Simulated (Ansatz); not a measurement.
Write a Python script for the Ansatz DFT code, driven from Python that makes a rigid scan of one bond length of CH2ClNSn, SMILES N#[C][SnH2][Cl]. Use (for the species named): r2scan0, def2-SVP basis, multiplicity 1.

```yaml
atoms:
  - { symbol: N, position_ang: [1.8771, -1.6727, 1.1101] }
  - { symbol: C, position_ang: [1.0553, -0.8998, 0.6367] }
  - { symbol: Sn, position_ang: [-0.3664, 0.4266, -0.2100] }
  - { symbol: Cl, position_ang: [-1.9579, -0.7919, -1.2740] }
  - { symbol: H, position_ang: [0.4696, 1.4501, -1.3789] }
  - { symbol: H, position_ang: [-1.0357, 1.4237, 1.0700] }
```

The script, `scan_ch2clnsn.py`:
```python
# -*- coding: utf-8 -*-
"""Potential curve of CH2ClNSn along one bond."""

import ansatz
import numpy as np

GEOMETRY = """
N     1.87710   -1.67270    1.11010
C     1.05530   -0.89980    0.63670
Sn   -0.36640    0.42660   -0.21000
Cl   -1.95790   -0.79190   -1.27400
H     0.46960    1.45010   -1.37890
H    -1.03570    1.42370    1.07000
"""

molecule = ansatz.Crystal.molecule()
for line in GEOMETRY.strip().splitlines():
    symbol, *xyz = line.split()
    molecule = molecule.atom(symbol, [float(v) for v in xyz])

symbols = [site.symbol for site in molecule.cartesian_sites]
start = np.array([site.position_ang for site in molecule.cartesian_sites])
axis = (start[3] - start[2]) / np.linalg.norm(start[3] - start[2])
moving = [3]
lengths, energies = [1.93, 2.09, 2.27, 2.5, 2.84, 3.4, 4.08, 4.99], []
for length in lengths:
    xyz = start.copy()
    xyz[moving] += (length - np.linalg.norm(start[3] - start[2])) * axis
    point = ansatz.Crystal.molecule()
    for symbol, xyz in zip(symbols, xyz):
        point = point.atom(symbol, xyz.tolist())
    model = (
        point.calculation()
        .basis(gaussian="def2-SVP")
        .functional("r2scan0")  # level of theory
        .spin("collinear")  # two spin channels
    )
    data = model.run(threads=1, pin="off").report
    energies.append(data["free_energy_ev"])
    print(f"r = {length:6.3f} A  E = {energies[-1]:.5f} eV  <S^2> = {abs(data['mean_field']['state']['spin_squared']):.3f}")

print("energy above the lowest point (eV):", [round(e - min(energies), 3) for e in energies])
```

```console
$ python scan_ch2clnsn.py
r =  1.930 A  E = -20903.64604 eV  <S^2> = 0.000
r =  2.090 A  E = -20905.27035 eV  <S^2> = 0.000
r =  2.270 A  E = -20905.86251 eV  <S^2> = 0.000
r =  2.500 A  E = -20905.68943 eV  <S^2> = 0.000
r =  2.840 A  E = -20904.76343 eV  <S^2> = 0.000
r =  3.400 A  E = -20903.21872 eV  <S^2> = 0.273
r =  4.080 A  E = -20902.44419 eV  <S^2> = 0.785
r =  4.990 A  E = -20902.20533 eV  <S^2> = 0.978
energy above the lowest point (eV): [2.216, 0.592, 0.0, 0.173, 1.099, 2.644, 3.418, 3.657]
```

What to keep in mind:
- Total energies depend on the basis set; only differences at equal settings carry meaning.
- The rest of the molecule is held rigid at a force-field or estimated start geometry, and the basis set is modest; single-reference methods fail as a bond breaks.
- def2 sets replace the cores of elements past krypton by effective core potentials.
- The expectation value of S² is noticeably off S(S+1) in at least one run, so that state is spin-contaminated.
- Finished in 3.3 min on 1 thread of Intel(R) Xeon(R) Platinum 8375C CPU @ 2.90GHz (Ice Lake) (shared host), peak memory 0.38 GiB.

(A comment or docstring line of the script was reworded after the run, the code is as it ran; lines on the test bed's own set-up are left out of the output.)
